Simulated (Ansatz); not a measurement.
# CH5FOSiTe: a ladder of functionals and wavefunction methods

An exercise on one series of results from a longer session: the logs are not shown, and one member is left open.

Computed with Ansatz 0.2.0, Gaussian basis. Level: functionals in def2-TZVPP, the program's frozen cores in correlated methods.

Plan: PBE-D4, r2SCAN-D4, PBE0-D4, B3LYP-D4, ωB97X-V, ωB97M-V, B2PLYP; CCSD(T)/def2-TZVPP; MP2/def2-QZVPP; extrapolation to the limit.

### The geometry

All runs share one geometry, relaxed beforehand with PBE0-D4 in a triple-zeta def2 set. Te takes the def2 core potential; no spin-orbit term is included.

SMILES `C[Te][SiH](O)F`, 10 atoms, charge 0, spin multiplicity 1.

Atoms are counted from 1 here; the program's logs count them from 0.

Bond lengths: C1–Te2 2.154 Å, C1–H6 1.087 Å, C1–H7 1.086 Å, C1–H8 1.088 Å, Te2–Si3 2.473 Å, Si3–O4 1.636 Å, Si3–F5 1.592 Å, Si3–H9 1.480 Å, O4–H10 0.959 Å. Angles: Te2–C1–H6 109.7°, Te2–C1–H7 109.2°, Te2–C1–H8 106.5°, H6–C1–H7 110.9°, H6–C1–H8 110.1°, H7–C1–H8 110.3°, C1–Te2–Si3 93.7°, Te2–Si3–O4 112.1°, Te2–Si3–F5 111.6°, Te2–Si3–H9 108.7°, O4–Si3–F5 103.7°, O4–Si3–H9 112.9°, F5–Si3–H9 107.7°, Si3–O4–H10 116.7°.

The first run:

The input, in.yaml:

```yaml
crystal:
  periodic: [false, false, false]
  atoms:
    - {symbol: C, position_ang: [-1.572653, -0.319891, 0.935109]}
    - {symbol: Te, position_ang: [-0.102974, 1.231255, 1.203749]}
    - {symbol: Si, position_ang: [1.139605, 0.629329, -0.848473]}
    - {symbol: O, position_ang: [1.628114, -0.931523, -0.836260]}
    - {symbol: F, position_ang: [0.217516, 0.724823, -2.142185]}
    - {symbol: H, position_ang: [-1.075422, -1.276271, 0.796846]}
    - {symbol: H, position_ang: [-2.194363, -0.079315, 0.077243]}
    - {symbol: H, position_ang: [-2.172012, -0.338304, 1.842923]}
    - {symbol: H, position_ang: [2.259223, 1.581929, -1.023322]}
    - {symbol: H, position_ang: [1.956063, -1.273132, -0.002729]}
basis:
  gaussian: {orbitals: def2-TZVPP}
hamiltonian: {xc: pbe, dispersion: d4}
output: {forces: true, orbitals: {seedname: orbitals}}
```

Launch:

```
> ansatz run in.yaml --threads 4 --pin off --events-out ev --progress --plain --max-ram 10444MiB
```

Among the steps run: PBE-D4 (GGA); r2SCAN-D4 (meta-GGA); PBE0-D4 (hybrid); B3LYP-D4 (hybrid); ωB97X-V (range-separated); ωB97M-V (range-separated); B2PLYP (double hybrid); CCSD(T) in def2-TZVPP; MP2 in def2-QZVPP.

One of the session's tables, all rows but one given; the rest of the session is left out.

```
            method  atomisation energy (kJ/mol)
            PBE-D4                       3657.7
         r2SCAN-D4                       3613.8
           PBE0-D4                       3585.4
          B3LYP-D4                            ?
           ωB97X-V                       3617.7
           ωB97M-V                       3606.4
            B2PLYP                       3563.9
     HF/def2-TZVPP                       2598.4
    MP2/def2-TZVPP                       3599.1
   CCSD/def2-TZVPP                       3463.0
CCSD(T)/def2-TZVPP                       3521.0
           MP2/CBS                       3721.3
       CCSD(T)/CBS                       3643.3
```

Q: Estimate the row for B3LYP-D4 from the others.

The run gave: atomisation energy (kJ/mol): 3595.5. In the column «atomisation energy (kJ/mol)» it lies between PBE0-D4 (3585.4) and MP2/def2-TZVPP (3599.1).

Caveats from the session: Free atoms (1 C, 1 Te, 1 Si, 1 O, 1 F, 5 H) were run apart at each level; the atomisation energy is their sum less the molecule, without zero-point or spin-orbit terms.
